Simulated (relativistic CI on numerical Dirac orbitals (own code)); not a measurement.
**Hf³⁺ (5d) in crystal fields: levels and magnetism**

How does a crystal field split the 5d shell of Hf³⁺, and what follows for the ground state and χT? 6 fields tried.

Program: relativistic CI on numerical Dirac orbitals (own code) version 1. Level of theory: Dirac-Coulomb-Breit CI, KLI orbitals optimised for each configuration, model QED (radiative potential, 1s self-energy scaled to tabulated hydrogen-like ionisation energies), valence Slater integrals scaled by 0.75, one configuration in a parametric crystal field. These are calculated values, not measurements, unless marked.

## (1) The system

* ion: Hf³⁺ (Hf IV)
* nuclear charge: 72
* electrons: 69
* open shell: 5d
* Slater scale: 0.75
* field 1 (cm⁻¹): D4h, 10Dq = 55850, Ds = -280, Dt = 200
* field 2 (cm⁻¹): D4h, 10Dq = 39950, Ds = 1990, Dt = -180
* field 3 (cm⁻¹): D3d, 10Dq = 28300, Dsigma = -950, Dtau = -450
* field 4 (cm⁻¹): D3d, 10Dq = 52700, Dsigma = -690, Dtau = 160
* field 5 (cm⁻¹): Oh, 10Dq = 52850
* field 6 (cm⁻¹): Td, 10Dq = -14250

The outer shells:

[Xe] 4f14 5d1
```
[Xe] core
4f [↑↓][↑↓][↑↓][↑↓][↑↓][↑↓][↑↓]
5d [↑ ][  ][  ][  ][  ]
```

## (2) Field 1: D4h, 10Dq = 55850, Ds = -280, Dt = 200

The run's settings:

```ini
atom Hf  Z=72  charge=3  electrons=69
nucleus A=180  rms_radius_fm=5.3470
hamiltonian dirac-coulomb  breit=on  qed=on  c_scale=1
orbitals kli  potential=per-configuration
slater_scale 0.75
correlation none
mixing on
configurations
  [Xe] 4f14 5d
end
crystal_field D4h 10Dq=55850 Ds=-280 Dt=200
```

## (3) Field 2: D4h, 10Dq = 39950, Ds = 1990, Dt = -180

The settings differ from step 2 so:

```diff
@@ -10,2 +10,2 @@
 end
-crystal_field D4h 10Dq=55850 Ds=-280 Dt=200
+crystal_field D4h 10Dq=39950 Ds=1990 Dt=-180
```

## (4) Field 3: D3d, 10Dq = 28300, Dsigma = -950, Dtau = -450

The settings differ from step 3 so:

```diff
@@ -10,2 +10,2 @@
 end
-crystal_field D4h 10Dq=39950 Ds=1990 Dt=-180
+crystal_field D3d 10Dq=28300 Dsigma=-950 Dtau=-450
```

## (5) Field 4: D3d, 10Dq = 52700, Dsigma = -690, Dtau = 160

The settings differ from step 4 so:

```diff
@@ -10,2 +10,2 @@
 end
-crystal_field D3d 10Dq=28300 Dsigma=-950 Dtau=-450
+crystal_field D3d 10Dq=52700 Dsigma=-690 Dtau=160
```

## (6) Field 5: Oh, 10Dq = 52850

The settings differ from step 5 so:

```diff
@@ -10,2 +10,2 @@
 end
-crystal_field D3d 10Dq=52700 Dsigma=-690 Dtau=160
+crystal_field Oh 10Dq=52850
```

## (7) Field 6: Td, 10Dq = -14250

The settings differ from step 6 so:

```diff
@@ -10,2 +10,2 @@
 end
-crystal_field Oh 10Dq=52850
+crystal_field Td 10Dq=-14250
```

(Steps that only read results are left out.)

Q: Predict the outcome of this session. Wanted: ground spin; most axial ground doublet.

The runs gave:

| field | ground state | degeneracy | S | J | first gap (cm⁻¹) | stabilisation (cm⁻¹) | χT at 2 K | χT at 300 K |
| --- | --- | --- | --- | --- | --- | --- | --- | --- |
| 1: D4h | G7 | 2 | 0.50 | 1.96 | 1455 | -21211 | 0.080 | 0.127 |
| 2: D4h | G6 | 2 | 0.50 | 1.90 | 1426 | -17209 | 0.004 | 0.063 |
| 3: D3d | G56 | 2 | 0.50 | 1.88 | 1442 | -11148 | 0.005 | 0.067 |
| 4: D3d | G56 | 2 | 0.50 | 1.90 | 706 | -20248 | 0.003 | 0.066 |
| 5: Oh | G8 | 4 | 0.50 | 1.91 | 2427 | -19637 | 0.003 | 0.067 |
| 6: Td | G8 | 4 | 0.50 | 2.01 | 14004 | -6462 | 0.234 | 0.255 |

χT is in cm³ K/mol; stabilisation counts from the free ion's lowest level; S and J come from the expectation values of their squares.

```
                           quantity                                                 value
ground spin (effective S from ⟨S²⟩)  1: 0.50, 2: 0.50, 3: 0.50, 4: 0.50, 5: 0.50, 6: 0.50
                        χT at 300 K                                0.06 to 0.25 cm³ K/mol
          most axial ground doublet                         field 3, g = 0.00, 0.00, 0.39
```

**Reading.** All fields leave the ground state at S = 1/2. The lowest doublet of field 3 is strongly axial. The field is a set of parameters, without covalency or charge transfer.
